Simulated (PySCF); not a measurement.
# Re: excitation energies in aug-cc-pVTZ-PP with ECP60

Aim: the excitation energy of rhenium from differences of total energies, at each level of theory, and how far each lands from the tabulated value where there is one.

Program: PySCF 2.14.0. Level of theory: unrestricted determinants in a Gaussian basis, no spin-orbit coupling in the energies. These are calculated values, not measurements, unless marked.

### Step 1. What is computed

* Element: rhenium (Z = 75)
* Basis: aug-cc-pVTZ-PP with ECP60MDF
* Hamiltonian: a scalar-relativistic core potential
* State 1: Re: [Xe] 4f14 5d4 6s2 6p1, one real determinant (an excited configuration)
* State 2: Re: [Xe] 4f14 5d6 6s1, high-spin 6D determinant (an excited configuration)
* State 3: Re: [Xe] 4f14 5d7, high-spin 4F determinant (an excited configuration)
* Needed too, but not shown: Re [Xe] 4f14 5d5 6s2 (6S)
* Methods: CCSD(T)
* Core shells frozen in the correlated runs: valence: 5s2 5p6 (for Re)

Outer shells as boxes (Hund's rule):

Re [Xe] 4f14 5d4 6s2 6p1
```
[Xe] core
4f [↑↓][↑↓][↑↓][↑↓][↑↓][↑↓][↑↓]
5d [↑ ][↑ ][↑ ][↑ ][  ]
6s [↑↓]
6p [↑ ][  ][  ]
```

Re [Xe] 4f14 5d6 6s1
```
[Xe] core
4f [↑↓][↑↓][↑↓][↑↓][↑↓][↑↓][↑↓]
5d [↑↓][↑ ][↑ ][↑ ][↑ ]
6s [↑ ]
```

Re [Xe] 4f14 5d7
```
[Xe] core
4f [↑↓][↑↓][↑↓][↑↓][↑↓][↑↓][↑↓]
5d [↑↓][↑↓][↑ ][↑ ][↑ ]
```

One driver process ran all states and methods and kept the integrals in memory. Each run is shown as a PySCF script that sums up its settings (the driver passes frozen orbitals as a list and adds second-order terms of double hybrids); the logs are those of the runs themselves. The driver starts from symmetry-adapted Hartree-Fock orbitals, holds the occupation by maximum overlap and uses a logarithmic radial grid for functionals, so a plain start would take other cycles.

The integrals over 88 functions and the set-up took 1.1 s of CPU time.

### Step 2. Re [Xe] 4f14 5d4 6s2 6p1: CCSD(T) (valence)

CCSD(T) (valence):

Contents of input.py:

```python
from pyscf import gto, scf, dft, mp, cc
import basis_set_exchange as bse
txt = bse.get_basis("aug-cc-pVTZ-PP", elements=["Re"], fmt="nwchem", header=False)
cut = txt.index("\nECP")
mol = gto.M(atom="Re 0 0 0", charge=0, spin=5, symmetry="D2h",
            basis=gto.basis.parse(txt[:cut]),
            ecp={"Re": gto.basis.parse_ecp(txt[cut:])})
mf = scf.UHF(mol)
mf.irrep_nelec = {'Ag': (3, 2), 'B1g': (1, 0), 'B2g': (1, 0), 'B3g': (1, 0), 'B1u': (2, 1), 'B2u': (1, 1), 'B3u': (1, 1)}
mf.kernel()
mycc = cc.CCSD(mf, frozen=4).run()
mycc.ccsd_t()
```

### Step 3. Re [Xe] 4f14 5d6 6s1: CCSD(T) (valence)

CCSD(T) (valence):

input.py, as its differences from that of step 2:

```diff
@@ -8,3 +8,3 @@
 mf = scf.UHF(mol)
-mf.irrep_nelec = {'Ag': (3, 2), 'B1g': (1, 0), 'B2g': (1, 0), 'B3g': (1, 0), 'B1u': (2, 1), 'B2u': (1, 1), 'B3u': (1, 1)}
+mf.irrep_nelec = {'Ag': (4, 1), 'B1g': (1, 1), 'B2g': (1, 0), 'B3g': (1, 0), 'B1u': (1, 1), 'B2u': (1, 1), 'B3u': (1, 1)}
 mf.kernel()
```

### Step 4. Re [Xe] 4f14 5d7, at CCSD(T) (valence)

CCSD(T) (valence):

Contents of input.py:

```python
from pyscf import gto, scf, dft, mp, cc
import basis_set_exchange as bse
txt = bse.get_basis("aug-cc-pVTZ-PP", elements=["Re"], fmt="nwchem", header=False)
cut = txt.index("\nECP")
mol = gto.M(atom="Re 0 0 0", charge=0, spin=3, symmetry="D2h",
            basis=gto.basis.parse(txt[:cut]),
            ecp={"Re": gto.basis.parse_ecp(txt[cut:])})
mf = scf.UHF(mol)
mf.irrep_nelec = {'Ag': (3, 2), 'B1g': (1, 1), 'B2g': (1, 0), 'B3g': (1, 0), 'B1u': (1, 1), 'B2u': (1, 1), 'B3u': (1, 1)}
mf.kernel()
mycc = cc.CCSD(mf, frozen=4).run()
mycc.ccsd_t()
```

What does the calculation give?

**Answer**, as computed:

| quantity | value |
| --- | --- |
| excitation energy, Re → [Xe] 4f14 5d6 6s1 | UHF 1.848, CCSD(T) (valence) 1.800 eV; reference 1.759 |
| excitation energy, Re → [Xe] 4f14 5d7 | UHF 5.918, CCSD(T) (valence) 4.403 eV |

Accuracy by level (over 1 difference):

```
           method  mean absolute miss against the measured value (with the measured fine structure taken into account where it is known) (eV)
              UHF                                                                                                                       0.089
    MP2 (valence)                                                                                                                       0.067
SCS-MP2 (valence)                                                                                                                       0.065
   CCSD (valence)                                                                                                                       0.044
CCSD(T) (valence)                                                                                                                       0.041
```

What this shows: CCSD(T) (valence) lands nearest to the measured value (off by 0.04 eV), level with CCSD (valence); UHF misses by most (0.09 eV). All values hold for this basis alone; no basis-set limit was taken.
